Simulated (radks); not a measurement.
**V²⁺ in [Ar] 3d2 4s1: an all-electron calculation**

Wanted: eigenvalues, radial structure and energy terms of the vanadium ion V2+.

Program: radks (a radial shooting solver on a logarithmic mesh, Libxc functionals) version 1. Level of theory: Dirac Kohn-Sham, PBE, spin-unpolarised, spherical densities, finite nucleus; open shells fill j = l - 1/2 first. These are calculated values, not measurements, unless marked.

## (1) The system

- element: vanadium (Z = 23)
- charge: +2
- electrons: 21
- configuration: [Ar] 3d2 4s1
- nuclear rms radius: 3.6002 fm

## (2) The run

Settings of this run:

```text
Z 23
configuration [Ar] 3d2 4s1
relativity Dirac
functional pbe,pbe
spin unpolarised
j_filling energy
nucleus finite rms 3.6002 fm
c 137.035999084
```

**Question.** What will this run give?

As calculated:

```
                        quantity                   value
                    total energy      -948.02120 hartree
exchange-correlation share of it                  4.69 %
                            −T/E                  1.0108
          highest occupied level       4s1/2, -19.879 eV
    most extended occupied level  4s1/2, <r> = 2.69 bohr
 radius at density 0.001 e/bohr³               3.80 bohr
    maxima of the radial density                       3
```

What this shows: 4 principal shells are occupied and 3 maxima appear in the radial density; where shells overlap, one shows as a shoulder or not at all. −T/E is 1.011: with relativity the kinetic term as defined here no longer equals −E. This is not the tabulated ground configuration, so its levels and sizes aren't those of the ground state, and no measured value stands beside it.
